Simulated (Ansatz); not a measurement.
# B2H8N2Si: up Jacob's ladder to CCSD(T)

One table from this session's results is given with a row withheld; the runs are named, their logs left out.

Program: Ansatz 0.2.0, Gaussian basis. Level of theory: functionals in def2-TZVPP, the program's frozen cores in correlated methods. These are calculated values, not measurements.

Plan: PBE-D4, r2SCAN-D4, PBE0-D4, B3LYP-D4, ωB97X-V, ωB97M-V, B2PLYP; CCSD(T)/def2-TZVPP; MP2/def2-QZVPP; extrapolation to the limit.

## The relaxed structure

An earlier PBE0-D4 in a triple-zeta def2 set relaxation fixed the geometry.

SMILES `BNBN[SiH3]`, 13 atoms, charge 0, spin multiplicity 1.

Atoms are counted from 1 here; the program's logs count them from 0.

Bond lengths: B1–N2 1.402 Å, B1–H6 1.196 Å, B1–H7 1.197 Å, N2–B3 1.445 Å, N2–H8 1.010 Å, B3–N4 1.409 Å, B3–H9 1.200 Å, N4–Si5 1.744 Å, N4–H10 1.010 Å, Si5–H11 1.483 Å, Si5–H12 1.488 Å, Si5–H13 1.484 Å. Angles: N2–B1–H6 119.8°, N2–B1–H7 119.8°, H6–B1–H7 120.4°, B1–N2–B3 129.9°, B1–N2–H8 116.0°, B3–N2–H8 113.9°, N2–B3–N4 124.0°, N2–B3–H9 117.6°, N4–B3–H9 118.4°, B3–N4–Si5 134.3°, B3–N4–H10 112.7°, Si5–N4–H10 112.6°, N4–Si5–H11 111.0°, N4–Si5–H12 105.3°, N4–Si5–H13 113.4°, H11–Si5–H12 109.4°, H11–Si5–H13 109.4°, H12–Si5–H13 108.1°.

Geometry (Å):

```xyz
13
B2H8N2Si
B    -0.9270   -0.3531    1.6298
N     0.3037   -0.9357    1.2973
B     0.9869   -0.9961    0.0259
N     0.6822   -0.1685   -1.0734
Si   -0.3031    1.2543   -1.2901
H    -1.5614    0.2158    0.7900
H    -1.3495   -0.4499    2.7454
H     0.7542   -1.4658    2.0290
H     1.8757   -1.7946   -0.0897
H     1.2382   -0.3824   -1.8884
H    -0.1847    2.1649   -0.1255
H     0.2403    1.9267   -2.5016
H    -1.7352    0.9493   -1.5338
```

Set-up of the first run:

Input file in.yaml:

```yaml
crystal:
  periodic: [false, false, false]
  atoms:
    - {symbol: B, position_ang: [-0.926968, -0.353051, 1.629794]}
    - {symbol: N, position_ang: [0.303701, -0.935708, 1.297269]}
    - {symbol: B, position_ang: [0.986931, -0.996065, 0.025878]}
    - {symbol: N, position_ang: [0.682213, -0.168529, -1.073397]}
    - {symbol: Si, position_ang: [-0.303090, 1.254298, -1.290080]}
    - {symbol: H, position_ang: [-1.561435, 0.215802, 0.789991]}
    - {symbol: H, position_ang: [-1.349492, -0.449904, 2.745428]}
    - {symbol: H, position_ang: [0.754187, -1.465834, 2.029045]}
    - {symbol: H, position_ang: [1.875719, -1.794579, -0.089677]}
    - {symbol: H, position_ang: [1.238183, -0.382377, -1.888435]}
    - {symbol: H, position_ang: [-0.184747, 2.164942, -0.125510]}
    - {symbol: H, position_ang: [0.240260, 1.926731, -2.501565]}
    - {symbol: H, position_ang: [-1.735164, 0.949273, -1.533843]}
basis:
  gaussian: {orbitals: def2-TZVPP}
hamiltonian: {xc: pbe, dispersion: d4}
output: {forces: true, orbitals: {seedname: orbitals}}
```

Started as:

```console
$ ansatz run in.yaml --threads 4 --pin off --events-out ev --progress --plain --max-ram 10444MiB
```

Steps of the session up to this table: PBE-D4 (GGA); r2SCAN-D4 (meta-GGA); PBE0-D4 (hybrid); B3LYP-D4 (hybrid); ωB97X-V (range-separated); ωB97M-V (range-separated); B2PLYP (double hybrid); CCSD(T) in def2-TZVPP; MP2 in def2-QZVPP.

One table of the session follows, with a row left open; its other results are not shown here.

It belongs to the step «Atomisation energies». 

| method | atomisation energy (eV) |
| --- | --- |
| PBE-D4 | 49.421 |
| r2SCAN-D4 | 48.898 |
| PBE0-D4 | 48.829 |
| B3LYP-D4 | 49.301 |
| ωB97X-V | 49.172 |
| ωB97M-V | 49.227 |
| B2PLYP | 48.586 |
| HF/def2-TZVPP | 36.604 |
| MP2/def2-TZVPP | ? |
| CCSD/def2-TZVPP | 46.893 |
| CCSD(T)/def2-TZVPP | 47.464 |
| MP2/CBS | 49.208 |
| CCSD(T)/CBS | 48.726 |

Estimate the missing values for MP2/def2-TZVPP.

**Answer.** atomisation energy (eV): 47.947. In the column «atomisation energy (eV)» it lies between CCSD(T)/def2-TZVPP (47.464) and B2PLYP (48.586).

Caveats from the session: Free atoms (2 B, 2 N, 1 Si, 8 H) were run apart at each level; the atomisation energy is their sum less the molecule, without zero-point or spin-orbit terms.
